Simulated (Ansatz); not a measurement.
AlClFH₂N, SMILES [NH2][Al]([F])[Cl], a short molecular-dynamics run

Computed with Ansatz 0.2.0 through its Python package.

The script, `alclfh2n_md.py`:
```python
'''A short Born-Oppenheimer trajectory of AlClFH2N.'''

import ansatz as az
import numpy as np

geometry_ang = [
    ('N', (0.2168, 1.1386, -0.1107)),
    ('Al', (0.2308, -0.717, 0.089)),
    ('F', (1.2269, -1.4389, 1.3662)),
    ('Cl', (-0.8808, -2.0061, -1.246)),
    ('H', (-0.2329, 1.565, 0.7413)),
    ('H', (-0.5188, 1.3945, -0.886)),
]
mol = az.Crystal.molecule()
for symbol, xyz in geometry_ang:
    mol = mol.atom(symbol, xyz)

calc = (
    mol.calculation()
    .basis(gaussian='6-31G')
    .functional('b3lyp')
)
symbols = [site.symbol for site in mol.cartesian_sites]
start = np.array([site.position_ang for site in mol.cartesian_sites], dtype=float)
summary = calc.relax(force_tolerance=0.02).run(threads=1).report
end = np.array(summary['positions_ang'])
minimum = az.Crystal.molecule()
for symbol, place in zip(symbols, end):
    minimum = minimum.atom(symbol, place.tolist())

# dynamics from the relaxed geometry
calc = (
    minimum.calculation()
    .basis(gaussian='6-31G')
    .functional('b3lyp')
    .md('nve', timestep=1.0, steps=40, temperature=300, initial_velocities='maxwell_boltzmann', seed=23)
)
frames = []
done = calc.session().plan().execute(on_event=lambda e: frames.append(e['data']) if e['event'] == 'md_step' else None)
print('t (fs)   E_pot (eV)      E_kin (eV)   T (K)   d(0-1) (A)')
for f in frames[::2]:
    xyz = np.array(f['positions_ang'])
    print(f'{f["time_fs"]:6.2f} {f["lagrangian_ev"]:14.5f} {f["e_kin_ev"]:10.5f} {f["temperature_k"]:8.1f} {np.linalg.norm(xyz[0] - xyz[1]):9.4f}')
kept = np.array([f['conserved_ev'] for f in frames])
print(f'conserved energy moves by at most {1000 * np.ptp(kept):.3f} meV')
```

```console
$ python alclfh2n_md.py
t (fs)   E_pot (eV)      E_kin (eV)   T (K)   d(0-1) (A)
  0.00   -23361.87490    0.15511    300.0    1.7687
  2.00   -23361.85311    0.13423    259.6    1.7756
  4.00   -23361.82954    0.11071    214.1    1.7814
  6.00   -23361.81663    0.09812    189.8    1.7845
  8.00   -23361.82735    0.10845    209.7    1.7840
 10.00   -23361.83893    0.11943    231.0    1.7802
 12.00   -23361.82094    0.10197    197.2    1.7751
 14.00   -23361.79692    0.07797    150.8    1.7709
 16.00   -23361.77907    0.06089    117.8    1.7685
 18.00   -23361.79670    0.07747    149.8    1.7677
 20.00   -23361.80459    0.08537    165.1    1.7680
 22.00   -23361.79173    0.07243    140.1    1.7695
 24.00   -23361.75988    0.04120     79.7    1.7714
 26.00   -23361.74282    0.02434     47.1    1.7716
 28.00   -23361.75313    0.03429     66.3    1.7693
 30.00   -23361.76918    0.04998     96.7    1.7658
 32.00   -23361.76988    0.05048     97.6    1.7633
 34.00   -23361.74912    0.03053     59.0    1.7630
 36.00   -23361.74443    0.02580     49.9    1.7647
 38.00   -23361.76181    0.04310     83.4    1.7682
 40.00   -23361.78977    0.07031    136.0    1.7736
conserved energy moves by at most 1.613 meV
```

Total energies depend on the basis set; only differences at equal settings carry meaning. The trajectory is only some femtoseconds long, so its temperature is not equilibrated; where the script doesn't relax first, it starts from a rough generated geometry. b3lyp holds the VWN-RPA fit, as in Gaussian; the form of ORCA and Turbomole is b3lyp5. The temperature counts the internal degrees of freedom alone. With hydrogen a step over 0.5 fs is long. Run time: 76 s on 1 thread of Arm Neoverse V2 (shared host), peak memory 0.22 GiB.
